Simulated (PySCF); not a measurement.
**[Er(CO)]3+: other functionals and bases at one geometry**

The task here is to estimate one member of a computed series from the others.

Method: several levels, as the steps say, no spin–orbit coupling; program: PySCF 2.14.0.

1 further run of the same task is left out (for a known fault of the program).

**The system as given**

3 atoms, charge 3, spin multiplicity 1.

Bond lengths: Er1–C2 2.524 Å, C2–O3 1.111 Å. Angles: Er1–C2–O3 180.0°.

Coordinates:

```xyz
3
charge 3, multiplicity 1
Er    0.0000    0.0000   -0.5427
C     0.0000    0.0000    1.9813
O     0.0000    0.0000    3.0920
```

Formal oxidation states: Er +3. Each metal's 11 4f electrons lie in its core potential, so multiplicities, spins and levels count the valence alone. An earlier session relaxed this geometry at PBE0, Er lcecp-1-SVP with ECP57, C def2-SVP, O def2-SVP (singlet, point group C∞v).

At PBE0 on the finer grid: E = -149.898512 Eh, HOMO -29.12 eV, LUMO -21.55 eV, Mulliken charge on Er1 +2.63 e, largest force component 0.002 eV/Å. 

Levels to run: r2SCAN; TPSSh; PBE0, TZVP. Hardware: 2 threads of Arm Neoverse V1, shared host.

Set-up of the first run:

The input, run.py (the lines that set the calculation):

```python
mol = gto.M(atom='''
Er     0.00000     0.00000    -0.54270
C      0.00000     0.00000     1.98128
O      0.00000     0.00000     3.09205''',
    basis={'Er': 'lcecp-1-SVP', 'C': 'def2-SVP', 'O': 'def2-SVP'},
    ecp={'Er': 'lcecp-1-SVP'},
    charge=3, spin=0)
mf = dft.RKS(mol, xc='R2SCAN')
mf.grids.atom_grid = (75, 302)  # f atoms: unpruned, at least (60, 302)
mf = mf.density_fit()  # fitting sets: Er AutoAux, C def2-universal-JKFIT, O def2-universal-JKFIT
mf.conv_tol = 1e-08; mf.max_cycle = 55
mf.kernel(dm0)  # dm0: the density of the relaxed state
```

The run is started by

```
$ OMP_NUM_THREADS=2 python run.py
```

Among the steps run: r2SCAN; TPSSh; PBE0, TZVP.

One table of the session follows, with a row left open; its other results are not shown here.

| level | HOMO (eV) | gap (eV) | charge on Er1 (e) | dipole (D) | largest force component (eV/Å) |
| --- | --- | --- | --- | --- | --- |
| PBE0 (relaxed here) | -29.12 | 7.57 | 2.63 | 1.41 | 0.00 |
| r2SCAN | ? | ? | ? | ? | ? |
| TPSSh | -28.19 | 6.25 | 2.63 | 1.28 | 0.94 |
| PBE0, TZVP | -28.97 | 7.47 | 2.66 | 1.30 | 0.65 |

Q: Estimate the row for r2SCAN from the others.

The run gave: HOMO (eV): -27.82; gap (eV): 5.88; charge on Er1 (e): 2.64; dipole (D): 1.36; largest force component (eV/Å): 0.79. In the column «HOMO (eV)» it is the highest.

The dipole of a charged species depends on the origin, so these sizes hold for this origin alone.

In one basis the HOMO–LUMO gap runs from 5.88 eV (r2SCAN) to 7.57 eV (PBE0). The largest leftover force, 0.94 eV/Å with TPSSh, stands at a geometry relaxed at another level. With 4f in the core, its levels are missing from HOMO and gap, and its count is fixed, so no charge can pass from the ligands into it. Total energies of different levels can't be compared.
